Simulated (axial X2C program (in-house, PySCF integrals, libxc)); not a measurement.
# A two-component session on Sn₂⁺: properties at the nuclei

Wanted for Sn₂⁺: properties at the nuclei, at the two-component level.

The runs use an in-house X2C program for linear molecules on PySCF integrals; two-component X2C with atomic mean-field terms, Sn dyall-cv3z.

All values are calculated.

## (1) The job

The input, task.json:

```json
{"zs": [50, 50], "q": 1, "bas": ["dyall-cv3z", "dyall-cv3z"], "r0": 2.8, "levels": ["PBE0", "HF", "PBE", "B3LYP", "r2SCAN"], "nst": 3}
```

Keys: zs atomic numbers; q charge; bas basis sets; r0 starting distance in Å; levels methods (HF also brings MP2); nst determinants followed.

Command:

```
$ python soeom.py task.json out
```

Nuclei are Gaussian, cores are contracted, and the Gaunt term is on.

## (2) Expectation values, lowest determinant

R = 2.791 Å. State: Ω = 3/2 (excess of +ω over −ω: ω = 3/2).

Output of the PBE0 run:

```text
two-component X2C + atomic mean field  PBE0
basis functions 258  fitting functions 1300  grid points 5802
iter        total energy     max residual
   1     -12347.033981652     3.97e-01
   2     -12347.066743280     2.27e-03
   3     -12347.066753833     7.79e-04
   4     -12347.066762758     1.48e-04
   5     -12347.066763066     2.81e-05
   6     -12347.066763081     9.71e-06
   7     -12347.066763083     3.93e-07
converged
one-electron -17894.33754151  Coulomb 5412.65057000  exact exchange -81.87797473  xc functional -250.46660689  nuclear repulsion 474.00323443  atomic mean-field constant -7.03844438
```

The highest occupied spinor is 94% Sn p, 5% Sn d.

```csv
level,A∥/gI Sn (MHz),qzz Sn (a.u.)
PBE0,-100,-1.81
HF,-331,-2.25
PBE,-53.1,-1.67
B3LYP,-13.3,-1.74
r2SCAN,-209,-1.76
```

A∥ is the parallel hyperfine constant, which follows by multiplying with the nuclear g factor gI = μI/(I μN); qzz is the electric field gradient, eQq0 = 234.96 MHz × Q/barn × qzz. The operators were transformed with the bare-nucleus X2C matrices.

## (3) Expectation values, a higher determinant

R = 2.791 Å. State: Ω = 1/2 (excess of +ω over −ω: ω = 1/2), 0.30 eV above the lowest in the PBE0 search for states (made at or near this distance, with looser thresholds).

Output of the PBE0 run:

```text
two-component X2C + atomic mean field  PBE0
basis functions 258  fitting functions 1300  grid points 5802
iter        total energy     max residual
   1     -12347.022305662     4.00e-01
   2     -12347.055422754     2.15e-03
   3     -12347.055435392     5.45e-04
   4     -12347.055440389     1.19e-04
   5     -12347.055440602     1.73e-05
   6     -12347.055440610     6.54e-06
   7     -12347.055440611     1.03e-06
converged
one-electron -17895.32767265  Coulomb 5413.66227796  exact exchange -81.87929746  xc functional -250.47553852  nuclear repulsion 474.00323443  atomic mean-field constant -7.03844438
```

The highest occupied spinor is 88% Sn p, 11% Sn s.

```csv
level,A∥/gI Sn (MHz),qzz Sn (a.u.)
PBE0,1540,-8.31
HF,2370,-6.95
PBE,1490,-8.24
B3LYP,1470,-8.32
r2SCAN,1650,-8.50
```

## (4) Expectation values, a higher determinant

R = 2.791 Å. State: Ω = 1/2 (excess of +ω over −ω: 2 × ω = -1/2, ω = 3/2), 0.39 eV above the lowest in the PBE0 search for states (made at or near this distance, with looser thresholds).

Output of the PBE0 run:

```text
two-component X2C + atomic mean field  PBE0
basis functions 258  fitting functions 1300  grid points 5802
iter        total energy     max residual
   1     -12347.019674811     3.99e-01
   2     -12347.052400047     2.24e-03
   3     -12347.052411629     6.94e-04
   4     -12347.052418656     1.45e-04
   5     -12347.052418952     2.25e-05
   6     -12347.052418963     9.86e-06
   7     -12347.052418965     1.07e-06
converged
one-electron -17894.18169542  Coulomb 5412.49428290  exact exchange -81.87396974  xc functional -250.45582675  nuclear repulsion 474.00323443  atomic mean-field constant -7.03844438
```

The highest occupied spinor is 94% Sn p, 6% Sn d.

```csv
level,A∥/gI Sn (MHz),qzz Sn (a.u.)
PBE0,-1800,-1.92
HF,-1540,-2.34
PBE,-1910,-1.78
B3LYP,-1780,-1.78
r2SCAN,-1950,-1.96
```

## (5) Outcome

| quantity | value |
| --- | --- |
| lowest determinant | Ω = 3/2 (excess of +ω over −ω: ω = 3/2) |
| A∥/gI Sn (MHz), PBE0 | -100 |
| qzz Sn (a.u.), PBE0 | -1.81 |
| higher determinant | Ω = 1/2 (excess of +ω over −ω: ω = 1/2) |
| A∥/gI Sn (MHz), PBE0, higher determinant | 1540 |
| qzz Sn (a.u.), PBE0, higher determinant | -8.31 |
| higher determinant | Ω = 1/2 (excess of +ω over −ω: 2 × ω = -1/2, ω = 3/2) |
| A∥/gI Sn (MHz), PBE0, higher determinant | -1800 |
| qzz Sn (a.u.), PBE0, higher determinant | -1.92 |

In words: The expectation values come from single determinants, which for open shells can mix terms of unlike spin or miss the lowest Ω, so a determinant need not be a state. A∥ is the parallel hyperfine constant, which follows by multiplying with the nuclear g factor gI = μI/(I μN); qzz is the electric field gradient, eQq0 = 234.96 MHz × Q/barn × qzz. The operators were transformed with the bare-nucleus X2C matrices.
